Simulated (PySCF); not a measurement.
# C5H10GeO: the cost of one run

Programs: PySCF 2.14.0, with density-fitted response routines of our own. Each step states its level of theory. These are calculated values for one molecule in the gas phase, unless marked as measured. Atoms are numbered from 0 throughout.

### 1 Starting geometry

17 atoms, charge 0, multiplicity 1; geometry from: GFN2-xTB.

Bonds of the start (Å): C0–O1 1.40, O1–C2 1.41, C2–C3 1.50, C3–C4 1.32, C4–C5 1.50, C5–Ge6 1.98, Ge6–C2 2.02, C0–H7 1.10, C0–H8 1.10, C0–H9 1.09, C2–H10 1.10, C3–H11 1.08, C4–H12 1.08, C5–H13 1.09, C5–H14 1.09, Ge6–H15 1.51, Ge6–H16 1.51.

### 2 Ultraviolet spectrum: CAM-B3LYP/def2-SVPD

The job: settings as JSON, then the geometry in Å.

```
{"job": {"kind": "uv", "xc": "CAM-B3LYP", "basis": "def2-SVPD", "nstates": 8, "ntriplets": 3}, "charge": 0, "multiplicity": 1}
C      2.630641    -0.425249     0.246786
O      1.660909    -0.024478    -0.673231
C      0.376049    -0.506794    -0.343838
C     -0.583566    -0.175487    -1.447715
C     -1.762579     0.359773    -1.176840
C     -2.169647     0.646051     0.237686
Ge    -0.492819     0.362100     1.258755
H      2.729607    -1.518456     0.273519
H      2.375899    -0.076154     1.261169
H      3.572611     0.019778    -0.067183
H      0.422427    -1.603661    -0.223932
H     -0.256273    -0.382256    -2.455045
H     -2.466240     0.597498    -1.962731
H     -2.947689    -0.053550     0.550156
H     -2.594985     1.646900     0.319142
H      0.159626     1.644347     1.702597
H     -0.660970    -0.498331     2.490795
```

Level: TDDFT CAM-B3LYP/def2-SVPD, vertical, gas phase, core orbitals frozen in the response.

Started as:

```console
OMP_NUM_THREADS=1 python probes_run.py task.json out
```

This one command runs all jobs of the session in turn.

**Question.** How long does this job take on 1 thread of Intel Xeon at 2.50GHz, shared host, and how much memory does it need?

About 3.7 min, with a peak of 1.1 GiB.
